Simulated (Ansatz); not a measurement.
# 2 structures of W: a ranking of polymorphs by energy

Program: the Ansatz DFT code, driven from Python.

Run as a notebook:

```python
import csv
import warnings

import ansatz as az
import numpy as np
import spglib
```

```python
PHASES = {
    "Im-3m": (
        [[-1.582345, 1.582345, 1.582345], [1.582345, -1.582345, 1.582345], [1.582345, 1.582345, -1.582345]],
        [
            ("W", [0.0, 0.0, 0.0]),
        ],
    ),
    "Fm-3m": (
        [[0.0, 2.03, 2.03], [2.03, 0.0, 2.03], [2.03, 2.03, 0.0]],
        [
            ("W", [0.0, 0.0, 0.0]),
        ],
    ),
}
```

```python
def build(vectors, sites):
    crystal = az.Crystal(lattice=az.Lattice.of(vectors))
    for symbol, position in sites:
        crystal = crystal.atom(symbol, position)
    return crystal


def ground_state(name, crystal):
    calc = (
        crystal.calculation()
        .scf(tolerance=1e-09)
        .functional("PBEsol")
        .basis(460)
        .kpoints(spacing=0.16)
        .occupations("fermi_dirac", width=0.1)
        .stress()
        .band_table()
    )
    calc = calc.relax(force_tolerance=0.01, max_steps=40, cell=True)
    return calc.run(threads=1, pin="off")
```

```python
def volume_per_atom(outcome):
    return abs(np.linalg.det(outcome.lattice.cell_ang)) / len(outcome.lattice.sites)
```

```python
def pressure_gpa(outcome):
    return float(np.trace(outcome.report["stress_gpa"]) / 3)
```

```python
def space_group(outcome):
    sites = outcome.report["lattice"]["sites"]
    kinds = sorted({site["symbol"] for site in sites})
    cell = (outcome.lattice.cell_ang, [site["position_frac"] for site in sites], [kinds.index(site["symbol"]) for site in sites])
    return spglib.get_spacegroup(cell, symprec=0.01)
```

```python
warnings.simplefilter("ignore", az.DeckWarning)
```

```python
phases = {name: build(*cell) for name, cell in PHASES.items()}
```

```python
done = {name: ground_state(name, crystal) for name, crystal in phases.items()}

energy = {name: o.report["energy_sigma0_ev"] / len(o.lattice.sites) for name, o in done.items()}
lowest = min(energy.values())
rows = [(name, len(o.lattice.sites), 1000 * (energy[name] - lowest), volume_per_atom(o), pressure_gpa(o), space_group(o)) for name, o in done.items()]
rows.sort(key=lambda row: row[2])
with open("polymorphs.csv", "w", newline="") as handle:
    writer = csv.writer(handle)
    writer.writerow(["phase", "atoms", "dE (meV/atom)", "V (A^3/atom)", "P (GPa)", "space group"])
    writer.writerows([round(v, 4) if isinstance(v, float) else v for v in row] for row in rows)
print(open("polymorphs.csv").read())
```

    phase,atoms,dE (meV/atom),V (A^3/atom),P (GPa),space group
    Im-3m,1,0.0,15.6932,0.0008,Im-3m (229)
    Fm-3m,1,493.7015,15.9899,-0.0117,Fm-3m (225)

By space group at the end of each run: Im-3m (+0 meV an atom, 15.7 Å³) and Fm-3m (+494 meV an atom, 16.0 Å³).

What to keep in mind:
- The program warned that this SCF threshold is loose for forces or stresses.
- Pressure is positive in compression.
- Spin-orbit coupling, which matters for elements this heavy, is left out.
- The cells come from databases of deposited and of computed structures, and not all need be stable phases.
- The ranking holds among these structures alone, at zero temperature; the ground state may be another structure. Differences under 10 to 15 meV an atom lie within the error of mesh and functional.
- The script silences the warnings on its input, which a real study should read.
- Finished in 27 s on 1 thread of Arm Neoverse V1, with other jobs on the host, peak memory 0.42 GiB.
